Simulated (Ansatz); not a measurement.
**C3H5BO4: one species, many methods**

The task here is to estimate one member of a computed series from the others.

The runs use Ansatz 0.2.0, Gaussian basis; functionals in def2-TZVPP, the program's frozen cores in correlated methods.

Plan: PBE-D4, r2SCAN-D4, PBE0-D4, B3LYP-D4, ωB97X-V, ωB97M-V, B2PLYP; CCSD(T)/def2-TZVPP; MP2/def2-QZVPP; extrapolation to the limit.

### The geometry

All runs share one geometry, relaxed beforehand with PBE0-D4 in a triple-zeta def2 set.

SMILES `O[B-]1(O)OC=CC=[O+]1`, 13 atoms, charge 0, spin multiplicity 1.

Atoms are counted from 1 here; the program's logs count them from 0.

Bond lengths: O1–B2 1.410 Å, O1–H9 0.958 Å, B2–O3 1.403 Å, B2–O4 1.544 Å, B2–O8 1.548 Å, O3–H10 0.958 Å, O4–C5 1.266 Å, C5–C6 1.384 Å, C5–H11 1.091 Å, C6–C7 1.384 Å, C6–H12 1.079 Å, C7–O8 1.266 Å, C7–H13 1.092 Å. Angles: B2–O1–H9 111.3°, O1–B2–O3 120.4°, O1–B2–O4 109.9°, O1–B2–O8 103.9°, O3–B2–O4 104.6°, O3–B2–O8 110.7°, O4–B2–O8 106.7°, B2–O3–H10 111.4°, B2–O4–C5 122.5°, O4–C5–C6 124.1°, O4–C5–H11 115.2°, C6–C5–H11 120.6°, C5–C6–C7 117.1°, C5–C6–H12 121.4°, C7–C6–H12 121.4°, C6–C7–O8 124.1°, C6–C7–H13 120.7°, O8–C7–H13 115.2° and more.

The first run:

File in.yaml:

```yaml
crystal:
  periodic: [false, false, false]
  atoms:
    - {symbol: O, position_ang: [-1.507374, -0.379439, -1.298195]}
    - {symbol: B, position_ang: [-0.124075, -0.329968, -1.030407]}
    - {symbol: O, position_ang: [0.804234, -0.661672, -2.029217]}
    - {symbol: O, position_ang: [0.274743, 1.094156, -0.585453]}
    - {symbol: C, position_ang: [0.334617, 1.435040, 0.632661]}
    - {symbol: C, position_ang: [0.225395, 0.551621, 1.692610]}
    - {symbol: C, position_ang: [0.132222, -0.794596, 1.383279]}
    - {symbol: O, position_ang: [0.050006, -1.247432, 0.203803]}
    - {symbol: H, position_ang: [-1.704247, -0.043325, -2.173734]}
    - {symbol: H, position_ang: [0.549540, -1.461472, -2.490722]}
    - {symbol: H, position_ang: [0.509611, 2.497688, 0.809809]}
    - {symbol: H, position_ang: [0.297195, 0.889237, 2.714643]}
    - {symbol: H, position_ang: [0.158143, -1.549839, 2.170925]}
basis:
  gaussian: {orbitals: def2-TZVPP}
hamiltonian: {xc: pbe, dispersion: d4}
output: {forces: true, orbitals: {seedname: orbitals}}
```

On the command line:

```sh
$ ansatz run in.yaml --threads 2 --pin off --events-out ev --progress --plain --max-ram 32768MiB --backend cuda --devices 0, --max-vram 18GiB
```

Steps of the session up to this table: PBE-D4 (GGA); r2SCAN-D4 (meta-GGA); PBE0-D4 (hybrid); B3LYP-D4 (hybrid); ωB97X-V (range-separated); ωB97M-V (range-separated); B2PLYP (double hybrid); CCSD(T) in def2-TZVPP; MP2 in def2-QZVPP.

One table of the session follows, with a row left open; its other results are not shown here.

| method | atomisation energy (kJ/mol) |
| --- | --- |
| PBE-D4 | 6228.1 |
| r2SCAN-D4 | 6054.0 |
| PBE0-D4 | 6036.1 |
| B3LYP-D4 | 5991.1 |
| ωB97X-V | 5995.8 |
| ωB97M-V | 6023.6 |
| B2PLYP | 5946.0 |
| HF/def2-TZVPP | 4213.8 |
| MP2/def2-TZVPP | 6040.3 |
| CCSD/def2-TZVPP | 5698.2 |
| CCSD(T)/def2-TZVPP | ? |
| MP2/CBS | 6201.1 |
| CCSD(T)/CBS | 5984.1 |

**Question.** Estimate the row for CCSD(T)/def2-TZVPP.

The run gave: atomisation energy (kJ/mol): 5823.3. In the column «atomisation energy (kJ/mol)» it lies between CCSD/def2-TZVPP (5698.2) and B2PLYP (5946.0).
